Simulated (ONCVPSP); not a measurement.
# An ONCV potential for Ag, from input to tests

Task: generate the file, and judge it by its errors in other configurations, its logarithmic derivatives, its ghosts and its cutoff.

Program: ONCVPSP 4.0.1. Reference atom: PBE, scalar-relativistic, spherical and spin-unpolarised. All values are calculated.

**1. Starting point**

The settings as typed:

```json
{
  "element": "silver (Ag, Z = 47)",
  "type": "optimised norm-conserving Vanderbilt (ONCV)",
  "frozen core": "[Ar] 3d10 4s2",
  "valence charge": "17",
  "reference configuration": "4p6 4d10 5s1",
  "partial waves": "5s: rc 2.30 bohr, ncon 3, nbas 8, qcut 2.6 1/bohr, 2 projectors, debl 3 Ha; 4p: rc 1.35 bohr, ncon 4, nbas 9, qcut 11.7 1/bohr, 1 projector; 4d: rc 1.35 bohr, ncon 4, nbas 9, qcut 6.7 1/bohr, 3 projectors, debl 3.9 Ha",
  "local potential": "polynomial inside 0.90 bohr (lpopt 3, dvloc0 0 Ha)",
  "core correction": "Teter function fitted to the true core (icmod 2), fcfact 0.45"
}
```

The outer shells as boxes (Hund's rule for the drawing; the calculation is spin-unpolarised):

```
[Ar] core
3d [↑↓][↑↓][↑↓][↑↓][↑↓]
4s [↑↓]
4p [↑↓][↑↓][↑↓]
4d [↑↓][↑↓][↑↓][↑↓][↑↓]
5s [↑ ]
```

**2. The generation run**

Ag.dat

```
# ATOM AND REFERENCE CONFIGURATION
# atsym  z   nc   nv     iexc    psfile
  Ag 47.00    7    3        4      upf
#
#   n    l    f
    1    0    2.00
    2    0    2.00
    2    1    6.00
    3    0    2.00
    3    1    6.00
    3    2   10.00
    4    0    2.00
    4    1    6.00
    4    2   10.00
    5    0    1.00
#
# PSEUDOPOTENTIAL AND OPTIMIZATION
# lmax
    2
#
#   l,   rc,      ep,       ncon, nbas, qcut
    0    2.30    0.00    3    8    2.60
    1    1.35    0.00    4    9   11.70
    2    1.35    0.00    4    9    6.70
#
# LOCAL POTENTIAL
# lloc, lpopt,  rc(5),   dvloc0
    4    3    0.90    0.00
#
# VANDERBILT-KLEINMAN-BYLANDER PROJECTORs
# l, nproj, debl
    0    2    3.00
    1    1    0.60
    2    3    3.90
#
# MODEL CORE CHARGE
# icmod, fcfact, rcfact
    2    0.45    1.10
#
# LOG DERIVATIVE ANALYSIS
# epsh1, epsh2, depsh
   -4.00    5.00    0.02
#
# OUTPUT GRID
# rlmax, drl
    6.00    0.01
#
# TEST CONFIGURATIONS
# ncnf
    4
# nvcnf
#   n    l    f
    3
    4    1    6.00
    4    2   10.00
    5    0    0.00
#
    3
    4    1    6.00
    4    2    9.00
    5    0    0.00
#
    3
    4    1    6.00
    4    2    8.00
    5    0    0.00
#
    4
    4    1    6.00
    4    2    9.00
    5    0    1.00
    5    1    1.00
#
```

Launch:

```
$ oncvpsp.x < Ag.dat > Ag.out
```

Q: Predict the outcome of this session. Wanted: cutoffs for 1 and 0.1 mHa per electron, occupied waves; bound ghosts; GHOST(+) flags; largest test error; largest phase difference near zero energy, channels read; rms error of d²Exc/dn², without and with the model core.

The runs gave:

| quantity | value |
| --- | --- |
| cutoffs for 1 and 0.1 mHa per electron, occupied waves | 92 Ha and 165 Ha |
| bound ghosts | s at -115.50 eV |
| GHOST(+) flags | s at 112 eV |
| largest test error (AE − PS) | +51 meV, for 4p6 4d9 5s1 5p1 |
| largest phase difference near zero energy, channels read | 0.013 rad |
| rms error of d²Exc/dn², without and with the model core | 2.79 and 0.67 mHa |

**Reading.** It has a bound ghost (s), a state that the atom doesn't have, and that rules the file out. The worst unpolarised test, 4p6 4d9 5s1 5p1, is off by 51 meV on 8.6 eV; by total energies transferability rates as fair. The potential is very hard: the looser tolerance needs 92 Ha. At the looser tolerance the 4d wave is the slowest; 4p needs 41 Ha. Near zero energy the phases of the channels with partial waves agree within 0.013 rad. The program also flags highly localised states, GHOST(+) (s). All of this concerns the isolated atom, not yet a solid.
